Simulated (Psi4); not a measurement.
# GeH2O2 (SMILES [OH][Ge][OH]): BHLYP/def2-SVPD

Aim: the energy change on altering one bond length of GeH2O2 at BHLYP/def2-SVPD, from 2 runs. 

Program for the calculation: Psi4 1.11.

## Step 1: The molecule

The species is GeH2O2 (5 atoms), meant as a singlet with charge 0. SMILES: `[OH][Ge][OH]`. Geometry: relaxed at PBE0-D4/def2-TZVP. This is one conformer, not always the lowest.

Bond lengths: O1–Ge2 1.790 Å, Ge2–O3 1.790 Å, O1–H4 0.961 Å, O3–H5 0.961 Å. Angles: O1–Ge2–O3 102.4°, Ge2–O1–H4 118.8°, Ge2–O3–H5 118.8°.

## Step 2: Energy and gradient at BHLYP/def2-SVPD

The input, input.json:

```json
{
  "schema_name": "qcschema_input",
  "schema_version": 1,
  "molecule": {
    "schema_name": "qcschema_molecule",
    "schema_version": 2,
    "symbols": ["O", "Ge", "O", "H", "H"],
    "geometry": [-2.53412273, -0.18802775, -0.71318264, -0.59790935, -1.69281666, 1.61628275, 2.42243992, -0.26890803, 1.07752184, -1.77804331, 1.04086115, -1.81697167, 2.58212178, 0.96980745, -0.24169597],
    "molecular_charge": 0,
    "molecular_multiplicity": 1,
    "fix_symmetry": "c1",
    "fix_com": true,
    "fix_orientation": true
  },
  "driver": "gradient",
  "model": {
    "method": "bhhlyp",
    "basis": "def2-SVPD"
  },
  "keywords": {
    "reference": "rks",
    "puream": true,
    "e_convergence": 1e-09,
    "d_convergence": 1e-08,
    "scf_type": "pk",
    "dft_radial_points": 99,
    "dft_spherical_points": 590,
    "scf_properties": ["WIBERG_LOWDIN_INDICES", "LOWDIN_CHARGES", "MULLIKEN_CHARGES"]
  }
}
```

On the command line:

```bash
psi4 --qcschema input.json -n 1 --memory 1600MB
```

stdout:

```text
[...]
  Running in c1 symmetry.
[...]
  Nuclear repulsion =  189.662083848002680
[...]
  Multiplicity = 1
[...]
  Nalpha       = 25
  Nbeta        = 25
[...]
    Number of basis functions: 100
[...]
   @RKS iter   1: -2227.13278872134288   -3.10576e+00   2.26751e-02 ADIIS/DIIS
[...]
   @RKS iter  12: -2228.24418473836067   -9.09495e-13   1.20350e-09 DIIS
[...]
    Orbital Energies [Eh]
    ---------------------
    Doubly Occupied:
       1A   -401.217095     2A    -50.691042     3A    -45.061360
       4A    -45.059880     5A    -45.058933     6A    -19.697140
       7A    -19.697110     8A     -6.615668     9A     -4.717125
      10A     -4.713474    11A     -4.709225    12A     -1.409832
      13A     -1.408067    14A     -1.406287    15A     -1.402138
      16A     -1.398465    17A     -1.124109    18A     -1.096055
      19A     -0.644051    20A     -0.584262    21A     -0.491230
      22A     -0.431676    23A     -0.406100    24A     -0.398653
      25A     -0.333906
[...]
  @RKS Final Energy: -2228.24418473836067
   => Energetics <=
    Nuclear Repulsion Energy =            189.6620838480026805
    One-Electron Energy =               -3481.0816186618158099
    Two-Electron Energy =                1112.8041626317249211
    DFT Exchange-Correlation Energy =     -49.6288125562724503
    Empirical Dispersion Energy =           0.0000000000000000
    VV10 Nonlocal Energy =                  0.0000000000000000
    Total Energy =                      -2228.2441847383606728
[...]
 Multipole Moments:
 ------------------------------------------------------------------------------------
     Multipole            Electronic (a.u.)      Nuclear  (a.u.)        Total (a.u.)
 ------------------------------------------------------------------------------------
 L = 1.  Multiply by 2.5417464519 to convert [e a0] to [Debye]
 Dipole X            :         19.3605307          -19.2224832            0.1380475
 Dipole Y            :         56.1858745          -55.8149508            0.3709237
 Dipole Z            :        -52.9426298           52.5770940           -0.3655359
 Magnitude           :                                                    0.5387560
[...]
  Mulliken Charges: (a.u.)
   Center  Symbol    Alpha    Beta     Spin     Total
       1     O     4.34716  4.34716  0.00000 -0.69432
       2    GE    15.43900 15.43900  0.00000  1.12200
       3     O     4.34716  4.34716  0.00000 -0.69432
       4     H     0.43334  0.43334  0.00000  0.13333
       5     H     0.43334  0.43334  0.00000  0.13332
   Total alpha = 25.00000, Total beta = 25.00000, Total charge = -0.00000
  Lowdin Charges: (a.u.)
   Center  Symbol    Alpha    Beta     Spin     Total
       1     O     4.21524  4.21524  0.00000 -0.43047
[...]
  -Total Gradient:
     Atom            X                  Y                   Z
    ------   -----------------  -----------------  -----------------
       1       -0.006932412680    -0.006387293741     0.004745567384
       2        0.001672846413     0.004520554440    -0.004468699767
       3        0.002125478014    -0.006534939690     0.008016682153
       4        0.005047537812     0.004150489550    -0.002896907543
       5       -0.001905375085     0.004273075872    -0.005417888490
[...]
```

The result, in JSON:

```text
{
 "driver": "gradient",
 "model": {
  "method": "bhhlyp",
  "basis": "def2-SVPD"
 },
 "success": true,
 "return_result": [-0.00693241267968929, -0.0063872937409852615, 0.004745567383523913, 0.0016728464131114153, 0.00452055444041663, -0.004468699767032347, 0.002125478013862845, -0.006534939689568128, 0.00801668215256382, 0.005047537812199077, 0.004150489549917535, -0.0028969075433701585, -0.001905375084812512, 0.004273075872111981, -0.005417888490478501],
 "properties": {
  "calcinfo_nbasis": 100,
  "calcinfo_nmo": 100,
  "calcinfo_nalpha": 25,
  "calcinfo_nbeta": 25,
  "calcinfo_natom": 5,
  "nuclear_repulsion_energy": 189.66208384800268,
  "return_energy": -2228.2441847383607,
  "return_gradient": [-0.00693241267968929, -0.0063872937409852615, 0.004745567383523913, 0.0016728464131114153, 0.00452055444041663, -0.004468699767032347, 0.002125478013862845, -0.006534939689568128, 0.00801668215256382, 0.005047537812199077, 0.004150489549917535, -0.0028969075433701585, -0.001905375084812512, 0.004273075872111981, -0.005417888490478501],
  "scf_one_electron_energy": -3481.081618661816,
  "scf_two_electron_energy": 1112.804162631725,
  "scf_xc_energy": -49.62881255627245,
  "scf_dipole_moment": [0.1380475037194664, 0.3709237448030436, -0.36553587822280065],
  "scf_total_energy": -2228.2441847383607,
  "scf_total_gradient": [-0.00693241267968929, -0.0063872937409852615, 0.004745567383523913, 0.0016728464131114153, 0.00452055444041663, -0.004468699767032347, 0.002125478013862845, -0.006534939689568128, 0.00801668215256382, 0.005047537812199077, 0.004150489549917535, -0.0028969075433701585, -0.001905375084812512, 0.004273075872111981, -0.005417888490478501],
  "scf_iterations": 12
 }
}
```

It took 14 s on 1 thread of Intel Xeon 6975P-C (Granite Rapids), shared host; peak memory 0.78 GiB.

## Step 3: The distorted shape at the same level

The input, geh2o2.py:

```python
import psi4

psi4.set_memory(1600000000)
psi4.set_num_threads(1)
psi4.core.set_output_file('output.dat', False)

mol = psi4.geometry("""
0 1
O
Ge 1 1.789818
O 2 1.789862 1 102.36801
H 1 0.961324 2 118.76235 3 0.08568
H 3 1.1055 2 118.76472 1 -0.08236
symmetry c1
""")

options = {'basis': 'def2-SVPD', 'reference': 'rks', 'puream': True, 'e_convergence': 1e-09, 'd_convergence': 1e-08, 'scf_type': 'pk', 'dft_radial_points': 99, 'dft_spherical_points': 590}
psi4.set_options(options)

e_tot, wfn = psi4.gradient("bhhlyp", molecule=mol, return_wfn=True)
psi4.oeprop(wfn, "LOWDIN_CHARGES", "MAYER_INDICES", "DIPOLE")
print('gradient / Eh bohr^-1')
print(e_tot.np.round(6))
print(f'energy = {wfn.energy():.10f} Eh')
```

On the command line:

```bash
python geh2o2.py
```

output.dat:

```text
[...]
  Running in c1 symmetry.
[...]
  Nuclear repulsion =  188.763806877462173
[...]
  Multiplicity = 1
[...]
  Nalpha       = 25
  Nbeta        = 25
[...]
    Number of basis functions: 100
[...]
   @RKS iter   1: -2227.09952121235165   -3.14936e+00   2.27074e-02 ADIIS/DIIS
[...]
   @RKS iter  12: -2228.22754073300666    0.00000e+00   1.57604e-09 DIIS
[...]
    Orbital Energies [Eh]
    ---------------------
    Doubly Occupied:
       1A   -401.216201     2A    -50.690173     3A    -45.060492
       4A    -45.059000     5A    -45.058074     6A    -19.706687
       7A    -19.695960     8A     -6.614780     9A     -4.716240
      10A     -4.712599    11A     -4.708360    12A     -1.408914
      13A     -1.407099    14A     -1.405406    15A     -1.401259
      16A     -1.397585    17A     -1.115230    18A     -1.074993
      19A     -0.632789    20A     -0.565256    21A     -0.487219
      22A     -0.428918    23A     -0.402580    24A     -0.395424
      25A     -0.332772
[...]
  @RKS Final Energy: -2228.22754073300666
   => Energetics <=
    Nuclear Repulsion Energy =            188.7638068774621729
    One-Electron Energy =               -3479.4309648262492374
    Two-Electron Energy =                1112.0375457851973806
    DFT Exchange-Correlation Energy =     -49.5979285694168155
    Empirical Dispersion Energy =           0.0000000000000000
    VV10 Nonlocal Energy =                  0.0000000000000000
    Total Energy =                      -2228.2275407330066628
[...]
  -Total Gradient:
     Atom            X                  Y                   Z
    ------   -----------------  -----------------  -----------------
       1        0.000037002734     0.009056233456     0.002170195244
       2       -0.000024983368    -0.002800754527    -0.002142826171
       3        0.000149045722     0.065313609808     0.076546663802
       4       -0.000023964760    -0.006962533255    -0.001360789572
       5       -0.000136958032    -0.064638242123    -0.075226820048
[...]
 Multipole Moments:
 ------------------------------------------------------------------------------------
     Multipole            Electronic (a.u.)      Nuclear  (a.u.)        Total (a.u.)
 ------------------------------------------------------------------------------------
 L = 1.  Multiply by 2.5417464519 to convert [e a0] to [Debye]
 Dipole X            :          0.0009564           -0.0026729           -0.0017164
 Dipole Y            :          4.8422768           -5.2918163           -0.4495395
 Dipole Z            :          3.9257795           -4.2895524           -0.3637729
 Magnitude           :                                                    0.5782901
[...]
```

The script printed:

```text
gradient / Eh bohr^-1
[[ 3.7000e-05  9.0560e-03  2.1700e-03]
 [-2.5000e-05 -2.8010e-03 -2.1430e-03]
 [ 1.4900e-04  6.5314e-02  7.6547e-02]
 [-2.4000e-05 -6.9630e-03 -1.3610e-03]
 [-1.3700e-04 -6.4638e-02 -7.5227e-02]]
energy = -2228.2275407330 Eh
```

It took 13 s on 1 thread of Intel Xeon 6975P-C (Granite Rapids), shared host; peak memory 0.77 GiB.

## Step 4: What came out

At BHLYP/def2-SVPD:

| quantity | value |
| --- | --- |
| first shape: total energy | -2228.24418 Eh |
| first shape: dipole moment | 1.37 D |
| first shape: HOMO energy | -9.09 eV |
| first shape: LUMO energy | -0.83 eV |
| first shape: HOMO–LUMO gap | 8.26 eV |
| first shape: largest force on an atom | 0.543 eV/Å |
| distorted shape: total energy | -2228.22754 Eh |
| distorted shape: dipole moment | 1.47 D |
| distorted shape: HOMO energy | -9.06 eV |
| distorted shape: LUMO energy | -0.79 eV |
| distorted shape: HOMO–LUMO gap | 8.26 eV |
| distorted shape: largest force on an atom | 5.174 eV/Å |
| energy change with the O3–H5 bond stretched from 0.961 to 1.105 Å | 0.453 eV |

**Reading.** With the O3–H5 bond stretched from 0.961 to 1.105 Å the energy rises by 0.45 eV (43.7 kJ/mol). The first shape isn't relaxed at this level, so the change isn't measured from a minimum. The largest force (first shape) is 0.54 eV/Å: the shape isn't a stationary point for this species at this level.
